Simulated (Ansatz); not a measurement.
# C₂H₆Cl radical (built from SMILES CCCl.[H]): a reaction path by the nudged elastic band

What path joins these two structures, and how high does it climb? Both ends were relaxed at PBE0-D4 in triple zeta. A second band with other settings follows.

Program: Ansatz 0.2.0, Gaussian basis. Level of theory: PBE0-D4/def2-SVP, unrestricted. These are calculated values, not measurements.

20 further runs of the same task are left out: 20 set aside as unsound or not needed. Runs told in other sessions of the task aren't counted.

### 1 Starting geometry

The first end: 9 atoms, charge 0, spin multiplicity 2.

Atoms are counted from 1 here; the program's logs count them from 0.

Bond lengths: Cl1–C2 1.788 Å, C2–C3 1.507 Å, C2–H5 1.089 Å, C2–H6 1.089 Å, C3–H7 1.094 Å, C3–H8 1.091 Å, C3–H9 1.091 Å. Angles: Cl1–C2–C3 111.4°, Cl1–C2–H5 106.3°, Cl1–C2–H6 106.3°, C3–C2–H5 111.9°, C3–C2–H6 111.9°, H5–C2–H6 108.7°, C2–C3–H7 109.6°, C2–C3–H8 111.0°, C2–C3–H9 111.0°, H7–C3–H8 108.4°, H7–C3–H9 108.4°, H8–C3–H9 108.4°.

As a file:

```xyz
9

Cl   -1.2584    0.1372   -0.8435
C     0.4083    0.5519   -0.3466
C     0.8700   -0.3063    0.8028
H    -4.4281   -0.8476   -1.5831
H     0.3945    1.6093   -0.0848
H     1.0320    0.4187   -1.2299
H     1.8905   -0.0279    1.0814
H     0.2270   -0.1728    1.6739
H     0.8640   -1.3625    0.5297
```

The second end:

```xyz
9
C2H6Cl
Cl   -2.3701   -0.2969   -1.0088
C     0.8083    0.7398   -0.3192
C     0.8357   -0.2773    0.7536
H    -3.5447   -0.7824   -1.1612
H     0.5268    1.7638   -0.1093
H     1.1876    0.5169   -1.3083
H     1.7982   -0.2814    1.2884
H     0.0632   -0.0956    1.5052
H     0.6948   -1.2870    0.3595
```

### 2 The band at PBE0-D4/def2-SVP

File neb/in.yaml:

```yaml
crystal:
  periodic: [false, false, false]
  atoms:
    - {symbol: Cl, position_ang: [-1.258386, 0.137203, -0.843482]}
    - {symbol: C, position_ang: [0.408319, 0.551894, -0.346577]}
    - {symbol: C, position_ang: [0.870039, -0.306305, 0.802762]}
    - {symbol: H, position_ang: [-4.428142, -0.847565, -1.583111]}
    - {symbol: H, position_ang: [0.394512, 1.609344, -0.084822]}
    - {symbol: H, position_ang: [1.032003, 0.418698, -1.229852]}
    - {symbol: H, position_ang: [1.890515, -0.027893, 1.081425]}
    - {symbol: H, position_ang: [0.227008, -0.172836, 1.673909]}
    - {symbol: H, position_ang: [0.864031, -1.362541, 0.529749]}
basis:
  gaussian: {orbitals: def2-SVP}
magnetization: {spin_polarized: true, initial_magnetization: 1}
hamiltonian: {xc: pbe0, dispersion: d4}
neb:
  images: 5
  climbing: true
  max_iterations: 40
  initial_path: idpp
  final_atoms:
    - {symbol: Cl, position_ang: [-2.370076, -0.296887, -1.008805]}
    - {symbol: C, position_ang: [0.808340, 0.739800, -0.319169]}
    - {symbol: C, position_ang: [0.835727, -0.277325, 0.753630]}
    - {symbol: H, position_ang: [-3.544709, -0.782368, -1.161191]}
    - {symbol: H, position_ang: [0.526783, 1.763788, -0.109270]}
    - {symbol: H, position_ang: [1.187612, 0.516925, -1.308294]}
    - {symbol: H, position_ang: [1.798226, -0.281373, 1.288402]}
    - {symbol: H, position_ang: [0.063226, -0.095558, 1.505217]}
    - {symbol: H, position_ang: [0.694770, -1.287003, 0.359480]}
```

The run is started by

```sh
ansatz run in.yaml --threads 4 --pin off --events-out ev --progress --plain --max-ram 9574MiB
```

Standard output:

```text
Functional definition: PBE0
  name "PBE0"
  cite "Adamo & Barone, J. Chem. Phys. 110, 6158 (1999) doi:10.1063/1.478522"
  cite "Perdew, Burke & Ernzerhof, Phys. Rev. Lett. 77, 3865 (1996) doi:10.1103/PhysRevLett.77.3865"
  parent pbe
  parameter a = 0.25
  parameter kappa = 0.804
  parameter beta = 0.06672455060314922
  exchange = (1 - a)*pbe_x(kappa = kappa, mu = beta*pi^2/3) + a*exact_x
  correlation = pbe_c(beta = beta)
829 factors; integrals over basis functions are off by at most 3.6e-4 eV
mean field evaluation 1: about -14675.8962 eV, gradient 2.8e1 eV
mean field evaluation 2: about -14674.7255 eV, gradient 3.1e1 eV
mean field evaluation 4: about -14679.7189 eV, gradient 1.1e0 eV
mean field evaluation 8: about -14679.7431 eV, gradient 7.5e-3 eV
mean field -14679.74308939 eV, -539.4706082477 hartree, gradient 4.7e-5 eV, S^2 0.750004; 0 other end points of the search recorded, 0 dependent functions left out
the calculation of the forces begins
reference -14679.74312129 eV, -539.4706094202 hartree; 18, 17 occupied and 58, 59 virtual orbitals, 829 factors
[... from here to the last solve, the lines of the solves are left out (111 solves) ...]
WARN: NEB end point (image 0): max|allowed force component| = 3.176e-1 eV/Å (the criterion of neb.relax_end_points is 1.000e-2). That is over neb.f_tol: it is no minimum, so the barrier can be far off. Relax it first
WARN: NEB end point (image 6): max|allowed force component| = 3.603e-1 eV/Å (the criterion of neb.relax_end_points is 1.000e-2). That is over neb.f_tol: it is no minimum, so the barrier can be far off. Relax it first
NEB iter   1: max|band force component| = 1.539e0 eV/Å  barrier→ = 1.8030 eV  barrier← = 2.5704 eV  Δτ_max = 0.2000 Å  (215 SCF iters)
NEB iter   2: max|band force component| = 2.018e0 eV/Å  barrier→ = 1.2212 eV  barrier← = 1.9885 eV  Δτ_max = 0.1011 Å  (170 SCF iters)
NEB iter   3: max|band force component| = 1.815e0 eV/Å  barrier→ = 0.9942 eV  barrier← = 1.7615 eV  Δτ_max = 0.1008 Å  (161 SCF iters)
NEB iter   4: max|band force component| = 1.784e0 eV/Å  barrier→ = 0.7347 eV  barrier← = 1.5021 eV  Δτ_max = 0.2000 Å  (150 SCF iters)
NEB iter   5: max|band force component| = 1.378e0 eV/Å  barrier→ = 0.2088 eV  barrier← = 0.9761 eV  Δτ_max = 0.2000 Å  (153 SCF iters)
NEB iter   6: max|band force component| = 1.474e0 eV/Å  barrier→ = 0.2394 eV  barrier← = 1.0068 eV  Δτ_max = 0.1001 Å  (150 SCF iters)
NEB iter   7: max|band force component| = 1.542e0 eV/Å  barrier→ = 0.2500 eV  barrier← = 1.0174 eV  Δτ_max = 0.0502 Å  (149 SCF iters)
NEB iter   8: max|band force component| = 9.603e-1 eV/Å  barrier→ = 0.2832 eV  barrier← = 1.0505 eV  Δτ_max = 0.1003 Å  (152 SCF iters)
NEB iter   9: max|band force component| = 4.488e-1 eV/Å  barrier→ = 0.3602 eV  barrier← = 1.1275 eV  CI = image 3  Δτ_max = 0.1453 Å  (145 SCF iters)
NEB iter  10: max|band force component| = 1.336e0 eV/Å  barrier→ = 0.3020 eV  barrier← = 1.0694 eV  CI = image 3  Δτ_max = 0.0709 Å  (151 SCF iters)
NEB iter  11: max|band force component| = 6.341e-1 eV/Å  barrier→ = 0.3466 eV  barrier← = 1.1139 eV  CI = image 3  Δτ_max = 0.0636 Å  (138 SCF iters)
NEB iter  12: max|band force component| = 1.361e-1 eV/Å  barrier→ = 0.3477 eV  barrier← = 1.1151 eV  CI = image 3  Δτ_max = 0.0304 Å  (139 SCF iters)
NEB iter  13: max|band force component| = 5.992e-2 eV/Å  barrier→ = 0.3464 eV  barrier← = 1.1137 eV  CI = image 3  Δτ_max = 0.0275 Å  (136 SCF iters)
829 factors; integrals over basis functions are off by at most 1.3e-3 eV
mean field evaluation 896: about -14679.2346 eV, gradient 8.4e-1 eV
mean field -14679.27834081 eV, -539.4535290525 hartree, gradient 1.2e-6 eV, S^2 0.769100; 0 other end points of the search recorded, 0 dependent functions left out
the calculation of the forces begins
reference -14679.27837019 eV, -539.4535301323 hartree; 18, 17 occupied and 58, 59 virtual orbitals, 829 factors
NEB iter  14: max|band force component| = 1.837e-2 eV/Å  barrier→ = 0.3458 eV  barrier← = 1.1131 eV  CI = image 3  CI's point: of a kind that is not told: the force calls were inconclusive, a negative curvature could not be distinguished from the path's own, the only one lies far off the path, or fixed occupations may fill a level only in part  Δτ_max = 0.0000 Å  (1054 SCF iters)
Total energy: -14679.50057995 eV, -539.4616961904 hartree
Atom 0 at    -1.576190    -0.081907    -0.797922 Å, force    -0.024449    -0.002835    -0.007997 eV/Å
Atom 1 at     0.243819     0.513670    -0.398124 Å, force    -0.001562    -0.008357     0.006822 eV/Å
Atom 2 at     0.786284    -0.291473     0.742186 Å, force     0.015415     0.009957    -0.003763 eV/Å
Atom 3 at    -3.135868    -0.596078    -1.128267 Å, force     0.006186    -0.001473     0.003859 eV/Å
Atom 4 at     0.107584     1.580697    -0.184301 Å, force     0.010868    -0.004359    -0.001718 eV/Å
Atom 5 at     0.761862     0.365532    -1.353408 Å, force     0.004285     0.005791     0.008754 eV/Å
Atom 6 at     1.815331     0.035079     0.974300 Å, force    -0.004357    -0.002764     0.001723 eV/Å
Atom 7 at     0.177979    -0.162674     1.649211 Å, force    -0.003392     0.001352    -0.004574 eV/Å
Atom 8 at     0.819098    -1.362848     0.496326 Å, force    -0.002992     0.002686    -0.003104 eV/Å
Dipole moment:     0.383221     0.092442     0.118639 e Å
```

Run time: 92 s. Hardware: 4 threads of Arm Neoverse V2, shared host.

The last band:

| image | path (Å) | energy (eV) | Cl1–H4 (Å) | Cl1–C2 (Å) |
| --- | --- | --- | --- | --- |
| 0 | 0.00 | 0.000 | 3.40 | 1.79 |
| 1 | 0.51 | -0.001 | 2.85 | 1.79 |
| 2 | 1.02 | 0.066 | 2.31 | 1.80 |
| 3 | 1.53 | 0.346 | 1.68 | 1.96 |
| 4 | 2.05 | -0.634 | 1.30 | 2.62 |
| 5 | 2.56 | -0.770 | 1.29 | 3.08 |
| 6 | 3.08 | -0.767 | 1.28 | 3.41 |

The highest image, 3:

```
Cl   -1.5762   -0.0819   -0.7979
C     0.2438    0.5137   -0.3981
C     0.7863   -0.2915    0.7422
H    -3.1359   -0.5961   -1.1283
H     0.1076    1.5807   -0.1843
H     0.7619    0.3655   -1.3534
H     1.8153    0.0351    0.9743
H     0.1780   -0.1627    1.6492
H     0.8191   -1.3628    0.4963
```

### 3 The band at wB97X-V/def2-SVP, other settings

Changes to neb/in.yaml since step 2:

```diff
@@ -15,6 +15,6 @@
 magnetization: {spin_polarized: true, initial_magnetization: 1}
-hamiltonian: {xc: pbe0, dispersion: d4}
+hamiltonian: {xc: {name: wB97X-V}}
 neb:
   images: 5
-  climbing: true
+  climbing: immediate
   max_iterations: 40
```

The run is started by

```sh
ansatz run in.yaml --threads 4 --pin off --events-out ev --progress --plain --max-ram 9574MiB
```

Standard output:

```text
Functional definition: wB97X-V
  name "wB97X-V"
  cite "Mardirossian & Head-Gordon, Phys. Chem. Chem. Phys. 16, 9904 (2014) doi:10.1039/C3CP54374A"
  cite "Becke, J. Chem. Phys. 107, 8554 (1997) doi:10.1063/1.475007"
  cite "Vydrov & Van Voorhis, J. Chem. Phys. 133, 244103 (2010) doi:10.1063/1.3521275"
  parameter omega = 0.3/bohr
  parameter cx = 0.167
  parameter cx1 = 0.603
  parameter cx2 = 1.194
  parameter css0 = 0.556
  parameter css1 = -0.257
  parameter cos0 = 1.219
  parameter cos1 = -1.850
  parameter b = 6.0
  parameter c = 0.01
  exchange = spin_sum(e_x_unif_sr(omega)*poly(b97_u_x, 1 - cx, cx1, cx2)) + cx*exact_x_sr(omega) + exact_x_lr(omega)
  correlation = spin_sum(e_c_pw_same_spin*poly(b97_u_same, css0, css1))
      + integral(e_c_pw_opposite_spin*poly(b97_u_opposite, cos0, cos1)) + vv10(b, c)
829 factors; integrals over basis functions are off by at most 3.6e-4 eV
269 factors; integrals over basis functions are off by at most 9.9e-6 eV
mean field evaluation 1: about -14682.5892 eV, gradient 1.7e1 eV
mean field evaluation 2: about -14683.5219 eV, gradient 1.0e1 eV
mean field evaluation 4: about -14684.0300 eV, gradient 4.7e-1 eV
mean field evaluation 8: about -14684.0503 eV, gradient 5.7e-3 eV
mean field evaluation 16: about -14684.0503 eV, gradient 1.4e-5 eV
mean field -14684.05028371 eV, -539.6288947196 hartree, gradient 1.4e-5 eV, S^2 0.750004; 0 other end points of the search recorded, 0 dependent functions left out
the calculation of the forces begins
reference -14684.05029198 eV, -539.6288950235 hartree; 18, 17 occupied and 58, 59 virtual orbitals, 829 factors
[... from here to the last solve, the lines of the solves are left out (91 solves) ...]
WARN: NEB end point (image 0): max|allowed force component| = 3.576e-1 eV/Å (the criterion of neb.relax_end_points is 1.000e-2). That is over neb.f_tol: it is no minimum, so the barrier can be far off. Relax it first
WARN: NEB end point (image 6): max|allowed force component| = 4.264e-1 eV/Å (the criterion of neb.relax_end_points is 1.000e-2). That is over neb.f_tol: it is no minimum, so the barrier can be far off. Relax it first
NEB iter   1: max|band force component| = 1.956e0 eV/Å  barrier→ = 2.0278 eV  barrier← = 2.7877 eV  CI = image 3  Δτ_max = 0.2000 Å  (226 SCF iters)
NEB iter   2: max|band force component| = 2.297e0 eV/Å  barrier→ = 1.5621 eV  barrier← = 2.3219 eV  CI = image 3  Δτ_max = 0.1002 Å  (188 SCF iters)
NEB iter   3: max|band force component| = 2.892e0 eV/Å  barrier→ = 1.3448 eV  barrier← = 2.1046 eV  CI = image 3  Δτ_max = 0.2000 Å  (173 SCF iters)
NEB iter   4: max|band force component| = 7.353e0 eV/Å  barrier→ = 0.8666 eV  barrier← = 1.6264 eV  CI = image 3  Δτ_max = 0.1000 Å  (168 SCF iters)
NEB iter   5: max|band force component| = 2.538e0 eV/Å  barrier→ = 0.7743 eV  barrier← = 1.5342 eV  CI = image 3  Δτ_max = 0.2000 Å  (161 SCF iters)
NEB iter   6: max|band force component| = 1.640e0 eV/Å  barrier→ = 0.6297 eV  barrier← = 1.3895 eV  CI = image 3  Δτ_max = 0.2000 Å  (151 SCF iters)
NEB iter   7: max|band force component| = 1.456e0 eV/Å  barrier→ = 0.5546 eV  barrier← = 1.3145 eV  CI = image 3  Δτ_max = 0.0417 Å  (151 SCF iters)
NEB iter   8: max|band force component| = 3.826e-1 eV/Å  barrier→ = 0.5452 eV  barrier← = 1.3050 eV  CI = image 3  Δτ_max = 0.0129 Å  (138 SCF iters)
NEB iter   9: max|band force component| = 1.316e-1 eV/Å  barrier→ = 0.5440 eV  barrier← = 1.3038 eV  CI = image 3  Δτ_max = 0.0086 Å  (133 SCF iters)
269 factors; integrals over basis functions are off by at most 2.4e-6 eV
mean field -14683.40890035 eV, -539.6053243159 hartree, gradient 1.3e-6 eV, S^2 0.776053; 0 other end points of the search recorded, 0 dependent functions left out
the calculation of the forces begins
reference -14683.40889979 eV, -539.6053242954 hartree; 18, 17 occupied and 58, 59 virtual orbitals, 829 factors
NEB iter  10: max|band force component| = 1.185e-2 eV/Å  barrier→ = 0.5443 eV  barrier← = 1.3041 eV  CI = image 3  CI's point: of a kind that is not told: the force calls were inconclusive, a negative curvature could not be distinguished from the path's own, the only one lies far off the path, or fixed occupations may fill a level only in part  Δτ_max = 0.0000 Å  (1104 SCF iters)
Total energy: -14683.50602577 eV, -539.6088936091 hartree
Atom 0 at    -1.579737    -0.059725    -0.818950 Å, force    -0.000669    -0.003734     0.003482 eV/Å
Atom 1 at     0.252775     0.521534    -0.401335 Å, force     0.000470     0.009162    -0.009237 eV/Å
Atom 2 at     0.774443    -0.302466     0.746482 Å, force     0.008837    -0.006652     0.011856 eV/Å
Atom 3 at    -3.109040    -0.585972    -1.124766 Å, force    -0.002510     0.000658    -0.002070 eV/Å
Atom 4 at     0.129235     1.590168    -0.180337 Å, force     0.002086    -0.007153     0.000601 eV/Å
Atom 5 at     0.782534     0.372129    -1.351658 Å, force    -0.001672    -0.000215     0.007256 eV/Å
Atom 6 at     1.804628     0.009956     0.996080 Å, force    -0.005212    -0.000696    -0.002156 eV/Å
Atom 7 at     0.150522    -0.172335     1.644666 Å, force     0.000747     0.001667    -0.007401 eV/Å
Atom 8 at     0.794540    -1.373291     0.489818 Å, force    -0.002078     0.006962    -0.002331 eV/Å
Dipole moment:     0.383081     0.089203     0.120893 e Å
```

Run time: 3.7 min. Hardware: 4 threads of Arm Neoverse V2, shared host.

The last band:

| image | path (Å) | energy (eV) | Cl1–H4 (Å) | Cl1–C2 (Å) |
| --- | --- | --- | --- | --- |
| 0 | 0.00 | 0.000 | 3.40 | 1.79 |
| 1 | 0.53 | 0.006 | 2.89 | 1.79 |
| 2 | 1.06 | 0.115 | 2.31 | 1.79 |
| 3 | 1.60 | 0.544 | 1.65 | 1.97 |
| 4 | 2.10 | -0.604 | 1.29 | 2.63 |
| 5 | 2.61 | -0.763 | 1.28 | 3.08 |
| 6 | 3.12 | -0.760 | 1.28 | 3.41 |

The highest image, 3:

```xyz
9
charge 0, multiplicity 2
Cl   -1.5797   -0.0597   -0.8189
C     0.2528    0.5215   -0.4013
C     0.7744   -0.3025    0.7465
H    -3.1090   -0.5860   -1.1248
H     0.1292    1.5902   -0.1803
H     0.7825    0.3721   -1.3517
H     1.8046    0.0100    0.9961
H     0.1505   -0.1723    1.6447
H     0.7945   -1.3733    0.4898
```

### 4 Summary of results

| quantity | value |
| --- | --- |
| PBE0-D4/def2-SVP, 14 iterations | highest 0.346 eV (image 3), last end -0.767 eV |
| wB97X-V/def2-SVP, 10 iterations | highest 0.544 eV (image 3), last end -0.760 eV |
| from earlier runs: barrier over the separately found saddle, CCSD(T)/def2-TZVPP | 0.456 eV |

In words: The highest image lies 0.346 eV above the first end, and it climbed, so it estimates the saddle. The ends are not quite minima at this level (largest force component 0.36 eV/Å), so the heights are unreliable: relaxing the first end would lower it and raise the barrier above it. The highest image is 0.110 eV below the CCSD(T) barrier in triple zeta, which comes from separate runs on the saddle. The second band's highest image lies at 0.544 eV; the levels differ.
